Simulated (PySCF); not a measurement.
# C4H12Ge: NMR shieldings

Aim: compute the NMR shieldings of C4H12Ge (`[CH3][Ge]([CH3])([CH3])[CH3]`).

Programs: PySCF 2.14.0, with routines of our own; each step states its level. All values are computed. Atoms count from 0.

## 1. The starting structure

17 atoms, charge 0, multiplicity 1; geometry from: GFN2-xTB.

## 2. NMR shieldings: PBE0/pcJ-1 Ge:dyall-v2z, spin–orbit

The job: settings as JSON, then the geometry in Å.

```
{"job": {"xc": "PBE0", "basis": {"default": "pcJ-1", "Ge": "dyall-v2z"}, "rel": "so", "kind": "hnmr"}, "charge": 0, "multiplicity": 1}
C     -0.472545    -0.999334    -1.654053
Ge    -0.001413    -0.000896    -0.001443
C     -0.021557     1.950221    -0.378336
C     -1.321610    -0.411909     1.425800
C      1.813589    -0.537703     0.603765
H     -1.462241    -0.720982    -2.003807
H     -0.466470    -2.070186    -1.473759
H      0.236597    -0.787228    -2.448641
H      0.240017     2.516916     0.510297
H     -1.006170     2.271200    -0.705315
H      0.690923     2.199874    -1.158873
H     -2.323316    -0.125823     1.119660
H     -1.327916    -1.474153     1.651505
H     -1.082142     0.126793     2.337803
H      1.850668    -1.601541     0.818389
H      2.554970    -0.320949    -0.159590
H      2.091618    -0.002271     1.506687
```

With the program's defaults for keys left out, this is: PBE0/pcJ-1 Ge:dyall-v2z GIAO NMR shielding, X2C with spin-orbit coupling, screened-nuclear two-electron part, Gaussian nuclei, gas phase.

On the command line:

```bash
$ OMP_NUM_THREADS=1 python heavy_run.py task.json out
```

This one command runs all jobs of the session in turn.

The program printed:

```text
spin-free SCF
coarse grid: 57800 points
cycle   1  E = -2258.0315769378  dE = -1.125e-01  |g| = 6.690e-01  |ddm| = 2.934e+00
cycle   2  E = -2258.0052463496  dE =  2.633e-02  |g| = 8.436e-01  |ddm| = 8.791e-01
cycle   3  E = -2258.1166474094  dE = -1.114e-01  |g| = 8.391e-02  |ddm| = 4.331e-01
cycle   4  E = -2258.1170681924  dE = -4.208e-04  |g| = 4.027e-02  |ddm| = 4.987e-02
cycle   5  E = -2258.1172751690  dE = -2.070e-04  |g| = 2.321e-03  |ddm| = 2.001e-02
cycle   6  E = -2258.1172756766  dE = -5.076e-07  |g| = 5.955e-04  |ddm| = 2.026e-03
final grid: 122336 points
cycle   7  E = -2258.1173958326  dE = -1.004e-07  |g| = 9.480e-04  |ddm| = 1.799e-03
cycle   8  E = -2258.1173957946  dE =  3.792e-08  |g| = 1.255e-03  |ddm| = 1.277e-03
cycle   9  E = -2258.1173959308  dE = -1.362e-07  |g| = 1.243e-04  |ddm| = 5.788e-04
cycle  10  E = -2258.1173959316  dE = -8.004e-10  |g| = 5.160e-05  |ddm| = 1.348e-04
converged SCF energy = -2258.1173959316
two-component SCF
cycle   1  E = -2258.0801165091  dE = -2.258e+03  |FDS-SDF| = 1.503e+01
cycle   2  E = -2258.1602887393  dE = -8.017e-02  |FDS-SDF| = 7.135e-02
cycle   3  E = -2258.1603442846  dE = -5.555e-05  |FDS-SDF| = 2.491e-03
cycle   4  E = -2258.1603449117  dE = -6.271e-07  |FDS-SDF| = 1.482e-03
cycle   5  E = -2258.1603450110  dE = -9.926e-08  |FDS-SDF| = 4.734e-04
cycle   6  E = -2258.1603450285  dE = -1.754e-08  |FDS-SDF| = 3.175e-05
converged, E = -2258.1603450285

Field gradients (au) and densities at the nuclei (bohr^-3)
atom        Vxx        Vyy        Vzz        centre      nuclear mean
  0 C     -0.0007    -0.0008     0.0015        125.727        125.725
  1 Ge    -0.0007    -0.0019     0.0025      29255.161      29225.786
  2 C     -0.0004    -0.0005     0.0010        125.727        125.725
  3 C     -0.0003    -0.0009     0.0012        125.727        125.725
  4 C     -0.0004    -0.0005     0.0009        125.727        125.725
  5 H     -0.1564    -0.1609     0.3173          0.476          0.476
  6 H     -0.1564    -0.1610     0.3174          0.476          0.476
  7 H     -0.1564    -0.1610     0.3174          0.476          0.476
  8 H     -0.1564    -0.1610     0.3174          0.476          0.476
  9 H     -0.1563    -0.1609     0.3173          0.476          0.476
 10 H     -0.1564    -0.1610     0.3174          0.476          0.476
 11 H     -0.1565    -0.1611     0.3176          0.476          0.476
 12 H     -0.1564    -0.1609     0.3173          0.476          0.476
 13 H     -0.1564    -0.1610     0.3173          0.476          0.476
 14 H     -0.1564    -0.1610     0.3174          0.476          0.476
 15 H     -0.1564    -0.1610     0.3173          0.476          0.476
 16 H     -0.1564    -0.1610     0.3174          0.476          0.476
without picture change
  1 Ge                           0.0026                     45023.680

Core orbital energies (eV)
atom   shell        mean    spread
  1 Ge 1s       -11005.309   0.000
  1 Ge 2s        -1390.102   0.000
  1 Ge 3s         -175.579   0.000
  1 Ge 4s          -18.158   0.000
  1 Ge 2p1/2     -1234.799   0.000
  1 Ge 2p3/2     -1203.039   0.000
  1 Ge 3p1/2      -123.979   0.000
  1 Ge 3p3/2      -119.637   0.000
  1 Ge 3d3/2       -32.208   0.000
  1 Ge 3d5/2       -31.623   0.044

Shielding tensors (ppm)
atom      isotropic    diamagn.    paramagn.     s11        s22        s33       span
  0 C       187.29      249.89      -62.60     182.41     182.53     196.93      14.52
  1 Ge     1549.26     2652.87    -1103.61    1548.47    1549.39    1549.92       1.44
  2 C       187.26      249.90      -62.64     182.42     182.46     196.91      14.50
  3 C       187.28      249.91      -62.63     182.43     182.52     196.90      14.47
  4 C       187.26      249.91      -62.65     182.41     182.48     196.89      14.47
  5 H        31.54       30.83        0.71      26.44      28.72      39.46      13.02
  6 H        31.54       30.83        0.71      26.43      28.71      39.46      13.03
  7 H        31.54       30.84        0.71      26.45      28.72      39.45      13.01
  8 H        31.54       30.85        0.70      26.45      28.73      39.46      13.01
  9 H        31.54       30.84        0.70      26.44      28.71      39.46      13.01
 10 H        31.54       30.84        0.70      26.45      28.72      39.46      13.01
 11 H        31.54       30.84        0.70      26.44      28.72      39.46      13.02
 12 H        31.54       30.83        0.71      26.43      28.71      39.46      13.02
 13 H        31.54       30.84        0.70      26.45      28.73      39.44      13.00
 14 H        31.54       30.84        0.70      26.45      28.71      39.46      13.01
 15 H        31.54       30.84        0.70      26.44      28.72      39.46      13.02
 16 H        31.54       30.85        0.70      26.45      28.73      39.45      13.00
```

Wall time 3.8 min (1 thread of Intel Xeon Platinum 8259CL at 2.50GHz, shared host); peak memory 1.8 GiB.

Key values:

```
                       quantity       value
energy from spin-orbit coupling  -0.0429 Eh
```

## 3. NMR shieldings: PBE0/pcJ-1 Ge:dyall-v2z, spin–orbit

Settings changed since step 2:

```diff
@@ -1,2 +1,2 @@
-{"job": {"xc": "PBE0", "basis": {"default": "pcJ-1", "Ge": "dyall-v2z"}, "rel": "so", "kind": "hnmr"}, "charge": 0, "multiplicity": 1}
+{"job": {"xc": "PBE0", "basis": {"default": "pcJ-1", "Ge": "dyall-v2z"}, "rel": "so", "snso": false, "kind": "hnmr"}, "charge": 0, "multiplicity": 1}
 C     -0.472545    -0.999334    -1.654053
```

With the program's defaults for keys left out, this is: PBE0/pcJ-1 Ge:dyall-v2z GIAO NMR shielding, X2C with spin-orbit coupling, one-electron part alone, Gaussian nuclei, gas phase.

The program printed:

```text
spin-free SCF
coarse grid: 57800 points
cycle   1  E = -2258.0315769378  dE = -1.125e-01  |g| = 6.690e-01  |ddm| = 2.934e+00
cycle   2  E = -2258.0052463496  dE =  2.633e-02  |g| = 8.436e-01  |ddm| = 8.791e-01
cycle   3  E = -2258.1166474094  dE = -1.114e-01  |g| = 8.391e-02  |ddm| = 4.331e-01
cycle   4  E = -2258.1170681924  dE = -4.208e-04  |g| = 4.027e-02  |ddm| = 4.987e-02
cycle   5  E = -2258.1172751690  dE = -2.070e-04  |g| = 2.321e-03  |ddm| = 2.001e-02
cycle   6  E = -2258.1172756766  dE = -5.076e-07  |g| = 5.955e-04  |ddm| = 2.026e-03
final grid: 122336 points
cycle   7  E = -2258.1173958326  dE = -1.004e-07  |g| = 9.480e-04  |ddm| = 1.799e-03
cycle   8  E = -2258.1173957946  dE =  3.792e-08  |g| = 1.255e-03  |ddm| = 1.277e-03
cycle   9  E = -2258.1173959308  dE = -1.362e-07  |g| = 1.243e-04  |ddm| = 5.788e-04
cycle  10  E = -2258.1173959316  dE = -8.004e-10  |g| = 5.160e-05  |ddm| = 1.348e-04
converged SCF energy = -2258.1173959316
two-component SCF
cycle   1  E = -2258.0749113630  dE = -2.258e+03  |FDS-SDF| = 1.602e+01
cycle   2  E = -2258.1665573433  dE = -9.165e-02  |FDS-SDF| = 7.643e-02
cycle   3  E = -2258.1666258289  dE = -6.849e-05  |FDS-SDF| = 2.825e-03
cycle   4  E = -2258.1666266242  dE = -7.953e-07  |FDS-SDF| = 1.711e-03
cycle   5  E = -2258.1666267528  dE = -1.286e-07  |FDS-SDF| = 5.515e-04
cycle   6  E = -2258.1666267751  dE = -2.232e-08  |FDS-SDF| = 3.710e-05
converged, E = -2258.1666267751

Field gradients (au) and densities at the nuclei (bohr^-3)
atom        Vxx        Vyy        Vzz        centre      nuclear mean
  0 C     -0.0007    -0.0008     0.0015        125.727        125.725
  1 Ge    -0.0007    -0.0019     0.0025      29255.263      29225.887
  2 C     -0.0005    -0.0005     0.0010        125.727        125.725
  3 C     -0.0003    -0.0009     0.0012        125.727        125.725
  4 C     -0.0004    -0.0005     0.0009        125.727        125.725
  5 H     -0.1564    -0.1609     0.3173          0.476          0.476
  6 H     -0.1564    -0.1610     0.3174          0.476          0.476
  7 H     -0.1564    -0.1610     0.3174          0.476          0.476
  8 H     -0.1564    -0.1610     0.3174          0.476          0.476
  9 H     -0.1563    -0.1609     0.3173          0.476          0.476
 10 H     -0.1564    -0.1610     0.3174          0.476          0.476
 11 H     -0.1565    -0.1611     0.3176          0.476          0.476
 12 H     -0.1564    -0.1609     0.3173          0.476          0.476
 13 H     -0.1564    -0.1610     0.3173          0.476          0.476
 14 H     -0.1564    -0.1610     0.3174          0.476          0.476
 15 H     -0.1564    -0.1610     0.3173          0.476          0.476
 16 H     -0.1564    -0.1610     0.3174          0.476          0.476
without picture change
  1 Ge                           0.0026                     45023.641

Core orbital energies (eV)
atom   shell        mean    spread
  1 Ge 1s       -11005.293   0.000
  1 Ge 2s        -1390.098   0.000
  1 Ge 3s         -175.579   0.000
  1 Ge 4s          -18.158   0.000
  1 Ge 2p1/2     -1236.247   0.000
  1 Ge 2p3/2     -1202.345   0.000
  1 Ge 3p1/2      -124.178   0.000
  1 Ge 3p3/2      -119.542   0.000
  1 Ge 3d3/2       -32.367   0.000
  1 Ge 3d5/2       -31.518   0.044

Shielding tensors (ppm)
atom      isotropic    diamagn.    paramagn.     s11        s22        s33       span
  0 C       187.31      249.89      -62.59     182.45     182.56     196.91      14.46
  1 Ge     1549.54     2653.01    -1103.47    1548.76    1549.67    1550.20       1.44
  2 C       187.28      249.91      -62.63     182.45     182.50     196.89      14.44
  3 C       187.30      249.91      -62.62     182.46     182.55     196.88      14.42
  4 C       187.28      249.92      -62.64     182.45     182.51     196.87      14.42
  5 H        31.53       30.82        0.71      26.43      28.72      39.45      13.03
  6 H        31.53       30.82        0.71      26.42      28.71      39.46      13.04
  7 H        31.53       30.83        0.70      26.43      28.72      39.45      13.02
  8 H        31.54       30.84        0.70      26.44      28.73      39.45      13.02
  9 H        31.53       30.83        0.70      26.43      28.71      39.45      13.02
 10 H        31.54       30.84        0.70      26.43      28.72      39.46      13.02
 11 H        31.54       30.83        0.70      26.43      28.71      39.46      13.03
 12 H        31.53       30.82        0.70      26.42      28.71      39.46      13.03
 13 H        31.54       30.84        0.70      26.43      28.73      39.44      13.01
 14 H        31.53       30.83        0.70      26.43      28.71      39.45      13.02
 15 H        31.53       30.83        0.70      26.43      28.71      39.45      13.03
 16 H        31.54       30.84        0.70      26.44      28.73      39.45      13.01
```

Wall time 3.9 min (1 thread of Intel Xeon Platinum 8259CL at 2.50GHz, shared host); peak memory 1.8 GiB.

From this job:

```
                       quantity       value
energy from spin-orbit coupling  -0.0492 Eh
```

## 4. NMR shieldings: PBE0/pcJ-1 Ge:dyall-v2z, spin-free

Settings changed since step 3:

```diff
@@ -1,2 +1,2 @@
-{"job": {"xc": "PBE0", "basis": {"default": "pcJ-1", "Ge": "dyall-v2z"}, "rel": "so", "snso": false, "kind": "hnmr"}, "charge": 0, "multiplicity": 1}
+{"job": {"xc": "PBE0", "basis": {"default": "pcJ-1", "Ge": "dyall-v2z"}, "rel": "sf", "kind": "hnmr"}, "charge": 0, "multiplicity": 1}
 C     -0.472545    -0.999334    -1.654053
```

With the program's defaults for keys left out, this is: PBE0/pcJ-1 Ge:dyall-v2z GIAO NMR shielding, spin-free X2C, Gaussian nuclei, gas phase.

The program printed:

```text
spin-free SCF
coarse grid: 57800 points
cycle   1  E = -2258.0315769378  dE = -1.125e-01  |g| = 6.690e-01  |ddm| = 2.934e+00
cycle   2  E = -2258.0052463496  dE =  2.633e-02  |g| = 8.436e-01  |ddm| = 8.791e-01
cycle   3  E = -2258.1166474094  dE = -1.114e-01  |g| = 8.391e-02  |ddm| = 4.331e-01
cycle   4  E = -2258.1170681924  dE = -4.208e-04  |g| = 4.027e-02  |ddm| = 4.987e-02
cycle   5  E = -2258.1172751690  dE = -2.070e-04  |g| = 2.321e-03  |ddm| = 2.001e-02
cycle   6  E = -2258.1172756766  dE = -5.076e-07  |g| = 5.955e-04  |ddm| = 2.026e-03
final grid: 122336 points
cycle   7  E = -2258.1173958326  dE = -1.004e-07  |g| = 9.480e-04  |ddm| = 1.799e-03
cycle   8  E = -2258.1173957946  dE =  3.792e-08  |g| = 1.255e-03  |ddm| = 1.277e-03
cycle   9  E = -2258.1173959308  dE = -1.362e-07  |g| = 1.243e-04  |ddm| = 5.788e-04
cycle  10  E = -2258.1173959316  dE = -8.004e-10  |g| = 5.160e-05  |ddm| = 1.348e-04
converged SCF energy = -2258.1173959316
check of the scalar solution
cycle   1  E = -2258.1173959316  dE = -2.258e+03  |FDS-SDF| = 5.160e-05
cycle   2  E = -2258.1173959318  dE = -2.169e-10  |FDS-SDF| = 5.167e-05
converged, E = -2258.1173959318

Field gradients (au) and densities at the nuclei (bohr^-3)
atom        Vxx        Vyy        Vzz        centre      nuclear mean
  0 C     -0.0006    -0.0008     0.0014        125.727        125.725
  1 Ge    -0.0006    -0.0019     0.0025      29253.524      29224.148
  2 C     -0.0004    -0.0005     0.0009        125.727        125.725
  3 C     -0.0003    -0.0008     0.0011        125.727        125.725
  4 C     -0.0003    -0.0005     0.0008        125.727        125.725
  5 H     -0.1564    -0.1609     0.3173          0.476          0.476
  6 H     -0.1564    -0.1610     0.3174          0.476          0.476
  7 H     -0.1564    -0.1610     0.3174          0.476          0.476
  8 H     -0.1564    -0.1610     0.3174          0.476          0.476
  9 H     -0.1563    -0.1609     0.3173          0.476          0.476
 10 H     -0.1564    -0.1610     0.3174          0.476          0.476
 11 H     -0.1565    -0.1611     0.3176          0.476          0.476
 12 H     -0.1564    -0.1609     0.3173          0.476          0.476
 13 H     -0.1564    -0.1610     0.3173          0.476          0.476
 14 H     -0.1564    -0.1610     0.3174          0.476          0.476
 15 H     -0.1564    -0.1610     0.3173          0.476          0.476
 16 H     -0.1564    -0.1610     0.3174          0.476          0.476
without picture change
  1 Ge                           0.0026                     45023.950

Core orbital energies (eV)
atom   shell        mean    spread
  1 Ge 1s       -11005.413   0.000
  1 Ge 2s        -1390.121   0.000
  1 Ge 3s         -175.582   0.000
  1 Ge 4s          -18.159   0.000
  1 Ge 2p        -1213.479   0.000
  1 Ge 3p         -121.061   0.000
  1 Ge 3d          -31.856   0.070

Shielding tensors (ppm)
atom      isotropic    diamagn.    paramagn.     s11        s22        s33       span
  0 C       185.15      250.78      -65.63     179.84     179.95     195.67      15.83
  1 Ge     1356.10     2769.64    -1413.53    1355.31    1356.23    1356.77       1.46
  2 C       185.13      250.80      -65.67     179.84     179.89     195.65      15.81
  3 C       185.15      250.80      -65.66     179.86     179.95     195.64      15.78
  4 C       185.13      250.81      -65.68     179.84     179.91     195.62      15.78
  5 H        31.59       30.82        0.77      26.56      28.76      39.47      12.91
  6 H        31.59       30.82        0.77      26.55      28.75      39.47      12.92
  7 H        31.60       30.83        0.77      26.57      28.77      39.46      12.89
  8 H        31.60       30.84        0.76      26.57      28.77      39.47      12.90
  9 H        31.59       30.83        0.76      26.56      28.75      39.47      12.90
 10 H        31.60       30.84        0.76      26.57      28.76      39.47      12.90
 11 H        31.60       30.84        0.76      26.56      28.76      39.47      12.91
 12 H        31.59       30.83        0.77      26.55      28.75      39.47      12.91
 13 H        31.60       30.84        0.76      26.57      28.77      39.45      12.89
 14 H        31.60       30.84        0.76      26.57      28.76      39.47      12.90
 15 H        31.59       30.83        0.76      26.56      28.76      39.47      12.91
 16 H        31.60       30.84        0.76      26.57      28.78      39.46      12.89
```

Run time: 100 s. Hardware: 1 thread of Intel Xeon Platinum 8259CL at 2.50GHz, shared host; peak memory 1.5 GiB.

## 5. NMR shieldings: PBE0/pcJ-1 Ge:dyall-v2z, spin-free

Settings changed since step 4:

```diff
@@ -1,2 +1,2 @@
-{"job": {"xc": "PBE0", "basis": {"default": "pcJ-1", "Ge": "dyall-v2z"}, "rel": "sf", "kind": "hnmr"}, "charge": 0, "multiplicity": 1}
+{"job": {"xc": "PBE0", "basis": {"default": "pcJ-1", "Ge": "dyall-v2z"}, "rel": "sf", "two": true, "kind": "hnmr"}, "charge": 0, "multiplicity": 1}
 C     -0.472545    -0.999334    -1.654053
```

Level: PBE0/pcJ-1 Ge:dyall-v2z GIAO NMR shielding, X2C without spin-orbit coupling but with the spin-dependent field terms, Gaussian nuclei, gas phase.

The program printed:

```text
spin-free SCF
coarse grid: 57800 points
cycle   1  E = -2258.0315769378  dE = -1.125e-01  |g| = 6.690e-01  |ddm| = 2.934e+00
cycle   2  E = -2258.0052463496  dE =  2.633e-02  |g| = 8.436e-01  |ddm| = 8.791e-01
cycle   3  E = -2258.1166474094  dE = -1.114e-01  |g| = 8.391e-02  |ddm| = 4.331e-01
cycle   4  E = -2258.1170681924  dE = -4.208e-04  |g| = 4.027e-02  |ddm| = 4.987e-02
cycle   5  E = -2258.1172751690  dE = -2.070e-04  |g| = 2.321e-03  |ddm| = 2.001e-02
cycle   6  E = -2258.1172756766  dE = -5.076e-07  |g| = 5.955e-04  |ddm| = 2.026e-03
final grid: 122336 points
cycle   7  E = -2258.1173958326  dE = -1.004e-07  |g| = 9.480e-04  |ddm| = 1.799e-03
cycle   8  E = -2258.1173957946  dE =  3.792e-08  |g| = 1.255e-03  |ddm| = 1.277e-03
cycle   9  E = -2258.1173959308  dE = -1.362e-07  |g| = 1.243e-04  |ddm| = 5.788e-04
cycle  10  E = -2258.1173959316  dE = -8.004e-10  |g| = 5.160e-05  |ddm| = 1.348e-04
converged SCF energy = -2258.1173959316
two-component SCF
cycle   1  E = -2258.1173959318  dE = -2.258e+03  |FDS-SDF| = 5.160e-05
cycle   2  E = -2258.1173959320  dE = -2.151e-10  |FDS-SDF| = 5.167e-05
converged, E = -2258.1173959320

Field gradients (au) and densities at the nuclei (bohr^-3)
atom        Vxx        Vyy        Vzz        centre      nuclear mean
  0 C     -0.0006    -0.0008     0.0014        125.727        125.725
  1 Ge    -0.0006    -0.0019     0.0025      29253.524      29224.148
  2 C     -0.0004    -0.0005     0.0009        125.727        125.725
  3 C     -0.0003    -0.0008     0.0011        125.727        125.725
  4 C     -0.0003    -0.0005     0.0008        125.727        125.725
  5 H     -0.1564    -0.1609     0.3173          0.476          0.476
  6 H     -0.1564    -0.1610     0.3174          0.476          0.476
  7 H     -0.1564    -0.1610     0.3174          0.476          0.476
  8 H     -0.1564    -0.1610     0.3174          0.476          0.476
  9 H     -0.1563    -0.1609     0.3173          0.476          0.476
 10 H     -0.1564    -0.1610     0.3174          0.476          0.476
 11 H     -0.1565    -0.1611     0.3176          0.476          0.476
 12 H     -0.1564    -0.1609     0.3173          0.476          0.476
 13 H     -0.1564    -0.1610     0.3173          0.476          0.476
 14 H     -0.1564    -0.1610     0.3174          0.476          0.476
 15 H     -0.1564    -0.1610     0.3173          0.476          0.476
 16 H     -0.1564    -0.1610     0.3174          0.476          0.476
without picture change
  1 Ge                           0.0026                     45023.950

Core orbital energies (eV)
atom   shell        mean    spread
  1 Ge 1s       -11005.413   0.000
  1 Ge 2s        -1390.121   0.000
  1 Ge 3s         -175.582   0.000
  1 Ge 4s          -18.159   0.000
  1 Ge 2p1/2     -1213.479   0.000
  1 Ge 2p3/2     -1213.479   0.000
  1 Ge 3p1/2      -121.061   0.000
  1 Ge 3p3/2      -121.061   0.000
  1 Ge 3d3/2       -31.884   0.000
  1 Ge 3d5/2       -31.838   0.070

Shielding tensors (ppm)
atom      isotropic    diamagn.    paramagn.     s11        s22        s33       span
  0 C       186.35      249.90      -63.55     181.01     181.12     196.91      15.90
  1 Ge     1552.34     2650.96    -1098.62    1551.55    1552.47    1553.00       1.45
  2 C       186.32      249.91      -63.59     181.01     181.06     196.90      15.88
  3 C       186.34      249.92      -63.58     181.03     181.12     196.88      15.86
  4 C       186.32      249.92      -63.60     181.01     181.08     196.87      15.86
  5 H        31.59       30.82        0.77      26.55      28.76      39.46      12.91
  6 H        31.59       30.82        0.77      26.55      28.75      39.47      12.92
  7 H        31.60       30.83        0.77      26.56      28.76      39.46      12.90
  8 H        31.60       30.84        0.76      26.56      28.77      39.46      12.90
  9 H        31.59       30.83        0.76      26.56      28.75      39.46      12.90
 10 H        31.60       30.84        0.76      26.56      28.76      39.47      12.90
 11 H        31.60       30.83        0.76      26.56      28.76      39.47      12.91
 12 H        31.59       30.82        0.77      26.55      28.75      39.47      12.92
 13 H        31.60       30.84        0.76      26.56      28.77      39.45      12.89
 14 H        31.59       30.83        0.76      26.56      28.75      39.46      12.90
 15 H        31.59       30.83        0.76      26.55      28.76      39.46      12.91
 16 H        31.60       30.84        0.76      26.56      28.77      39.46      12.90
```

It took 3.3 min on 1 thread of Intel Xeon Platinum 8259CL at 2.50GHz, shared host; peak memory 1.8 GiB.

[end of part 1 of 2]
